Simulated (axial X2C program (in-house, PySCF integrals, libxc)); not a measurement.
# All-electron X2C curves of InBe, part 2 of 2

Computed with an in-house X2C program for linear molecules on PySCF integrals; all-electron X2C, In dyall-cv3z, Be dyall-cv3z. Earlier steps stand in the parts before.

### Step 9. PBE0, 2c

State followed: Ω = 1/2 (excess of +ω over −ω: ω = 1/2). The scan is laid around 2.613 Å, a first estimate of the minimum, and this SCF restarts from the orbitals of the search.

Output at 2.613 Å:

```text
two-component X2C + atomic mean field  PBE0
basis functions 183  fitting functions 899  grid points 5082
iter        total energy     max residual
   1      -5892.857324395     7.95e-05
   2      -5892.857324428     3.88e-05
   3      -5892.857324449     2.38e-05
   4      -5892.857324451     5.19e-06
converged
one-electron -8185.54082819  Coulomb 2419.90558366  exact exchange -40.29643777  xc functional -123.34256364  nuclear repulsion 39.69335375  atomic mean-field constant -3.27643227
```

Along the bond, energies from the lowest point:

```
R (Å)  E (eV)  μ (D)  HOMO (eV)  LUMO (eV)  iterations
2.273  0.1975  -0.08      -4.46      -2.80          43
2.378  0.0742  -0.15      -4.34      -2.71          26
2.456  0.0250  -0.21      -4.25      -2.64          22
2.535  0.0027  -0.28      -4.18      -2.58          19
2.613  0.0000  -0.36      -4.11      -2.52           4
2.704  0.0132  -0.51      -4.04      -2.44          20
2.796  0.0349  -0.85      -3.96      -2.33          18
2.913  0.0666  -1.40      -3.89      -2.27          17
3.057  0.1163  -1.76      -3.85      -2.22          16
3.266  0.2040  -2.02      -3.83      -2.19          17
```

Dipoles are positive if Be is the positive end.

Outer spinors at the reference distance:

```tsv
ω	occupied	ε (eV)	atomic character	λ mixture
3/2	yes	-21.52	100% In d	83% δ, 17% π
1/2	yes	-21.49	100% In d	61% π, 39% σ
-1/2	yes	-21.46	100% In d	56% π, 44% σ
-3/2	yes	-21.45	100% In d	80% δ, 20% π
-5/2	yes	-20.67	100% In d	100% δ
-1/2	yes	-20.64	100% In d	56% σ, 44% π
-3/2	yes	-20.63	100% In d	80% π, 20% δ
1/2	yes	-20.63	100% In d	61% σ, 39% π
5/2	yes	-20.62	100% In d	100% δ
3/2	yes	-20.61	100% In d	83% π, 17% δ
-1/2	yes	-10.11	66% In s, 19% Be s, 12% Be p	100% σ
1/2	yes	-9.50	66% In s, 20% Be s, 10% Be p	100% σ
-1/2	yes	-6.21	43% Be s, 35% In p, 14% In s	100% σ
1/2	yes	-6.09	49% Be s, 27% In p, 12% In s	100% σ
1/2	yes	-4.11	61% In p, 35% Be p	88% π, 12% σ
-3/2	no	-2.52	60% In p, 38% Be p	100% π
1/2	no	-2.33	49% Be p, 39% In p, 6% Be s	88% σ, 12% π
-1/2	no	-2.21	44% Be p, 41% In p, 10% Be s	58% σ, 42% π
-1/2	no	-2.11	47% Be p, 43% In p, 6% Be s	58% π, 42% σ
```

PBE0 fields in the half plane through the axis: z from -2.4 to 4.8 Å across, distance from the axis 0.15 to 2.25 Å upwards; In lies at z = 0 and Be at z = 2.613 Å; the ELF is damped to zero where the density is low.

log10 density (e/bohr³). Ten even steps from '0' (-4.08 ) to '9' (1.81 ):
```
0001112222211111111111000
0011222222222222222211100
0112223333322222222222110
1122333343333333333322211
1223344444443333333332211
1223345565544444444333221
1233456777654444454433221
1233456797654444675433221
```

ELF. Ten even steps from '0' (0.00 ) to '9' (1.00 ):
```
0001234433211112344321000
0013455544321235677764200
0135665544332357889987520
1356654333333468999999851
2466543222223578999999974
3576432343223688437999986
4676324777423681000699997
4675326373622670991199997
```

No constants are quoted: fits of two degrees disagree.

### Step 10. HF, 2c

Output at 2.613 Å:

```text
two-component X2C + atomic mean field  HF
basis functions 183  fitting functions 899  grid points 5082
iter        total energy     max residual
   1      -5890.404074109     3.66e-01
   2      -5890.426906525     7.30e-03
   3      -5890.429002929     1.89e-02
   4      -5890.430918935     1.92e-02
   5      -5890.432908561     1.07e-02
   6      -5890.434467382     5.68e-03
   7      -5890.436213503     1.15e-02
   8      -5890.436583700     4.84e-03
   9      -5890.437276573     8.88e-03
  10      -5890.437447767     5.47e-03
  11      -5890.437636821     1.68e-03
  12      -5890.437689295     2.61e-03
  13      -5890.437714232     1.05e-03
  14      -5890.437720181     2.35e-04
  15      -5890.437722894     4.74e-04
  16      -5890.437724777     3.20e-04
  17      -5890.437726410     1.03e-04
  18      -5890.437727197     1.50e-04
  19      -5890.437727452     9.01e-05
  20      -5890.437727500     1.62e-05
  21      -5890.437727510     1.04e-05
  22      -5890.437727514     1.15e-05
  23      -5890.437727515     3.94e-06
  24      -5890.437727516     1.26e-06
converged
one-electron -8185.04732746  Coulomb 2419.51779878  exact exchange -161.32512031  xc functional 0.00000000  nuclear repulsion 39.69335375  atomic mean-field constant -3.27643227
```

No constants are quoted: the solution changes its character somewhere along the scan, so the fit is set aside.

### Step 11. BLYP, 2c

The SCF at the reference distance of 2.613 Å:

```text
two-component X2C + atomic mean field  BLYP
basis functions 183  fitting functions 899  grid points 5082
iter        total energy     max residual
   1      -5893.421818467     1.60e-01
   2      -5893.427276741     5.76e-03
   3      -5893.427656499     8.66e-03
   4      -5893.427739954     1.79e-03
   5      -5893.427796204     4.40e-03
   6      -5893.427836065     1.67e-03
   7      -5893.427858559     1.32e-03
   8      -5893.427868900     9.41e-04
   9      -5893.427880338     3.27e-04
  10      -5893.427892873     2.57e-04
  11      -5893.427893114     7.43e-05
  12      -5893.427893130     1.15e-05
  13      -5893.427893132     6.37e-06
converged
one-electron -8185.11202288  Coulomb 2419.44962305  exact exchange 0.00000000  xc functional -164.18241479  nuclear repulsion 39.69335375  atomic mean-field constant -3.27643227
```

Re = 2.607 Å, ωe = 275.6 cm⁻¹, Be = 0.2969 cm⁻¹, De = 0.537 eV, μ = -0.40 D.

### Step 12. MP2 and beyond, 2c

Correlated methods: 15 electrons correlated (frozen shells, counted by type: In 4 s, 3 p, 1 d; Be 1 s), 239 virtual spinors in MP2, 90 natural virtuals in coupled cluster.

Output of the correlated part at 2.613 Å:

```text
correlated 15  virtual 239  natural virtual 90  E(MP2) -0.506248930  MP2 remainder -0.042521211
iter   CCSD correlation   residual
   1     -0.432743421   1.54e-01
   2     -0.447462595   7.56e-02
   3     -0.450173904   4.64e-02
   4     -0.451697302   2.52e-02
   5     -0.452543605   1.18e-02
   6     -0.452689084   6.32e-03
   7     -0.452759158   3.44e-03
   8     -0.452808434   2.13e-03
   9     -0.452799973   1.50e-03
  10     -0.452805670   1.06e-03
  11     -0.452807705   7.10e-04
  12     -0.452811665   3.87e-04
  13     -0.452816339   1.95e-04
  14     -0.452818523   1.12e-04
  15     -0.452821384   7.11e-05
  16     -0.452823304   4.05e-05
  17     -0.452824553   2.48e-05
  18     -0.452825011   1.38e-05
  19     -0.452825070   9.16e-06
  20     -0.452825148   6.73e-06
  21     -0.452825179   4.89e-06
  22     -0.452825223   3.40e-06
  23     -0.452825244   2.30e-06
  24     -0.452825239   1.37e-06
(T) -0.013391159  T1 0.0603  D1 0.1543  max T2 0.091
```

MP2: No constants are quoted: the reference changes its character somewhere along the scan, so the fit is set aside.

CCSD: No constants are quoted: the lowest point is the long end of the scan.

CCSD(T): No constants are quoted: the lowest point is the long end of the scan.

### Step 13. A higher determinant, 2c

State: Ω = 3/2 (excess of +ω over −ω: ω = 3/2).

Output at the reference distance:

```text
two-component X2C + atomic mean field  PBE0
basis functions 183  fitting functions 899  grid points 5082
iter        total energy     max residual
   1      -5892.851547728     6.74e-05
   2      -5892.851547744     4.54e-05
   3      -5892.851547776     3.49e-05
   4      -5892.851547777     5.25e-06
converged
one-electron -8185.28334895  Coulomb 2419.64619033  exact exchange -40.29379416  xc functional -123.33751647  nuclear repulsion 39.69335375  atomic mean-field constant -3.27643227
```

```
R (Å)  E above the lowest PBE0 point (eV)
2.273                               0.335
2.378                               0.214
2.456                               0.169
2.535                               0.152
2.613                               0.157
2.704                               0.183
2.796                               0.222
2.913                               0.285
3.057                               0.369
```

Re = 2.553 Å, ωe = 325 cm⁻¹, ωexe = 3.66 cm⁻¹, Be = 0.3096 cm⁻¹, μ = -0.36 D.

### Step 14. The 2c curves together

Energy (eV) of the followed determinant, 2c, from each level's lowest point:

```
R (Å)   PBE0  HF (jumps)  MP2 (its reference jumps)  CCSD (its reference jumps)  CCSD(T) (its reference jumps)   BLYP
2.273  0.197       0.498                      0.348                         n/a                            n/a  0.213
2.378  0.074       0.190                      0.177                       0.224                          0.187  0.086
2.456  0.025       0.101                      0.109                       0.145                          0.117  0.033
2.535  0.003       0.045                      0.061                       0.090                          0.069  0.007
2.613  0.000       0.013                      0.029                       0.053                          0.037  0.000
2.704  0.013       0.000                      0.008                       0.025                          0.014  0.009
2.796  0.035       0.004                      0.000                       0.008                          0.002  0.029
2.913  0.067       0.025                      0.006                       0.000                          0.000  0.062
3.057  0.116       0.059                      0.030                         n/a                            n/a  0.105
3.266  0.204       0.103                      0.081                         n/a                            n/a  0.179
```

The whole job took 3.3 min on 1 thread of Arm Neoverse V2, shared host; peak memory 0.97 GiB.

### Step 15. Constants

The summary covers parts 1 to 2.

Lowest determinant that the search found at its distance, spin-free: M_S = 1/2, Λ = 1 (beyond closed shells: π+α).

Lowest determinant that the search found at its distance, 2c: Ω = 1/2 (excess of +ω over −ω: ω = 1/2).

```tsv
Hamiltonian	level	Re (Å)	ωe (cm⁻¹)	De (eV)	μ (D)
spin-free	PBE0	2.558	320	0.625	-0.29
spin-free	HF	2.661	234.9	0.113	0.24
spin-free	BLYP	2.587	297.8	0.583	-0.40
2c	BLYP	2.607	275.6	0.537	-0.40
```

Dipoles are positive if Be is the positive end. No constants: spin-free MP2 (the reference is strongly spin-contaminated); spin-free CCSD (the lowest point is the long end of the scan); spin-free CCSD(T) (too few points lie around the minimum for a second fit to confirm the first); 2c PBE0 (fits of two degrees disagree); 2c HF (the solution changes its character somewhere along the scan, so the fit is set aside); 2c MP2 (the reference changes its character somewhere along the scan, so the fit is set aside); 2c CCSD (the lowest point is the long end of the scan); 2c CCSD(T) (the lowest point is the long end of the scan). Spin-free ⟨S²⟩ is off its pure value at HF 1.32.

Time per point (s) on 1 thread of Arm Neoverse V2, shared host (2c runs); the times are rough: BLYP 0.49.

What this shows: At BLYP, going from spin-free to two-component changes Re by +20 mÅ, ωe by -7.5 %, so spin–orbit coupling matters for this bond. De moves by -0.05 eV; both De rest on single-determinant atoms, which can miss part of an open shell's spin–orbit lowering.

De refers to In + Be, each in the lowest determinant found, which need not be this curve's own limit. Each curve is one determinant whose occupation by symmetry is held fixed; it was picked as the lowest of a PBE0 search that is not exhaustive. De is counted from the lowest determinant-based energies of the atoms at the same level, without counterpoise correction. Density functionals use the spin component along the axis (collinear). The spin-free determinant is spin-contaminated at some levels.
